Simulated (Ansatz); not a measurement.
**C₂H₇ClSi₂: a ladder of functionals and wavefunction methods**

One table from this session's results is given with a row withheld; the runs are named, their logs left out.

Computed with Ansatz 0.2.0, Gaussian basis. Level: functionals in def2-TZVPP, the program's frozen cores in correlated methods.

Levels to be run: PBE-D4, r2SCAN-D4, PBE0-D4, B3LYP-D4, ωB97X-V, ωB97M-V, B2PLYP; CCSD(T)/def2-TZVPP; MP2/def2-QZVPP; extrapolation to the limit.

## The geometry

An earlier PBE0-D4 in a triple-zeta def2 set relaxation fixed the geometry.

SMILES `[SiH3]/C=C(\[SiH3])Cl`, 12 atoms, charge 0, spin multiplicity 1.

Atoms are counted from 1 here; the program's logs count them from 0.

Bond lengths: Si1–C2 1.872 Å, Si1–H6 1.485 Å, Si1–H7 1.486 Å, Si1–H8 1.486 Å, C2–C3 1.331 Å, C2–H9 1.090 Å, C3–Si4 1.874 Å, C3–Cl5 1.749 Å, Si4–H10 1.483 Å, Si4–H11 1.485 Å, Si4–H12 1.483 Å. Angles: C2–Si1–H6 107.4°, C2–Si1–H7 111.4°, C2–Si1–H8 111.4°, H6–Si1–H7 108.9°, H6–Si1–H8 108.9°, H7–Si1–H8 108.7°, Si1–C2–C3 125.4°, Si1–C2–H9 116.9°, C3–C2–H9 117.8°, C2–C3–Si4 128.0°, C2–C3–Cl5 120.0°, Si4–C3–Cl5 111.9°, C3–Si4–H10 109.1°, C3–Si4–H11 108.7°, C3–Si4–H12 109.0°, H10–Si4–H11 110.1°, H10–Si4–H12 109.7°, H11–Si4–H12 110.1°.

Set-up of the first run:

The input, in.yaml:

```yaml
crystal:
  periodic: [false, false, false]
  atoms:
    - {symbol: Si, position_ang: [-1.857669, 0.189972, -0.111663]}
    - {symbol: C, position_ang: [-0.368824, 0.787311, 0.853803]}
    - {symbol: C, position_ang: [0.889455, 0.407589, 0.642617]}
    - {symbol: Si, position_ang: [1.531485, -0.798256, -0.640109]}
    - {symbol: Cl, position_ang: [2.178127, 1.057029, 1.631420]}
    - {symbol: H, position_ang: [-3.051603, 0.875297, 0.445805]}
    - {symbol: H, position_ang: [-1.739269, 0.525697, -1.554181]}
    - {symbol: H, position_ang: [-2.038695, -1.278690, 0.023147]}
    - {symbol: H, position_ang: [-0.555438, 1.504722, 1.652467]}
    - {symbol: H, position_ang: [2.490120, -0.096944, -1.528270]}
    - {symbol: H, position_ang: [0.382959, -1.310547, -1.430559]}
    - {symbol: H, position_ang: [2.216353, -1.918479, 0.049520]}
basis:
  gaussian: {orbitals: def2-TZVPP}
hamiltonian: {xc: pbe, dispersion: d4}
output: {forces: true, orbitals: {seedname: orbitals}}
```

Run with:

```sh
ansatz run in.yaml --threads 4 --pin off --events-out ev --progress --plain --max-ram 10444MiB
```

Among the steps run: PBE-D4 (GGA); r2SCAN-D4 (meta-GGA); PBE0-D4 (hybrid); B3LYP-D4 (hybrid); ωB97X-V (range-separated); ωB97M-V (range-separated); B2PLYP (double hybrid); CCSD(T) in def2-TZVPP; MP2 in def2-QZVPP.

One of the session's tables, all rows but one given; the rest of the session is left out.

It belongs to the step «Atomisation energies». 

```
            method  atomisation energy (kJ/mol)
            PBE-D4                       4066.8
         r2SCAN-D4                            ?
           PBE0-D4                       4025.3
          B3LYP-D4                       4029.9
           ωB97X-V                       4052.7
           ωB97M-V                       4042.5
            B2PLYP                       3976.6
     HF/def2-TZVPP                       3009.8
    MP2/def2-TZVPP                       3960.3
   CCSD/def2-TZVPP                       3871.1
CCSD(T)/def2-TZVPP                       3929.2
           MP2/CBS                       4065.0
       CCSD(T)/CBS                       4033.9
```

**Question.** Estimate the row for r2SCAN-D4.

**Answer.** atomisation energy (kJ/mol): 4042.3. In the column «atomisation energy (kJ/mol)» it lies between CCSD(T)/CBS (4033.9) and ωB97M-V (4042.5).

Limits of these values: Free atoms (2 Si, 2 C, 1 Cl, 7 H) were run apart at each level; the atomisation energy is their sum less the molecule, without zero-point or spin-orbit terms.
